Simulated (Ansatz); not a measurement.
## CsBa3 under changes of volume

One of the cells (71.705 Å³/atom); the others are scaled copies at fixed shape and fractional positions:

```
CELL_PARAMETERS angstrom
-3.24647 3.24647 6.80338
3.24647 -3.24647 6.80338
3.24647 3.24647 -6.80338
ATOMIC_POSITIONS crystal
Ba 0.50000 0.50000 0.00000
Ba 0.25000 0.75000 0.50000
Ba 0.75000 0.25000 0.50000
Cs 0.00000 0.00000 0.00000
```

The cell comes from a database or a generator and needn't be the stable form of this composition.

| Quantity | Value |
| --- | --- |
| Program | Ansatz 0.2.0 |
| Functional | PBE |
| Potentials or basis | Ansatz PAW |
| Cutoff | 420 eV (not typed: the program's choice for these potentials) |
| k mesh | 6 × 6 × 6 |
| Occupations | fermi-dirac, width 0.05 eV |
| Spin | no spin polarisation |

| volume (Å³/atom) | energy over the lowest point (meV/atom) | pressure (GPa) |
| --- | --- | --- |
| 67.402 | 6.11 | 0.4 |
| 68.837 | 2.81 | 0.3 |
| 70.271 | 0.80 | 0.2 |
| 71.705 | 0.00 | 0.0 |
| 73.139 | 0.31 | -0.1 |
| 74.573 | 1.63 | -0.2 |
| 76.007 | ? | ? |

Task: What does the run at 76.007 Å³/atom give?

Result: Energy over the lowest point 3.91 meV/atom; pressure -0.3 GPa.

Worked out: A Birch-Murnaghan fit of order 3 (a polynomial in V^(-2/3)) to the other rows has its minimum at 72.01 Å³/atom with B0 = V·E''(V) = 6.1 GPa and B' = 3.1 at fixed shape and positions, which overstates the stiffness. It gives 3.90 meV/atom at 76.007 Å³/atom, against the run's 3.91, and -dE/dV = -0.3 GPa, against -0.3.

Energies are extrapolated to zero smearing.
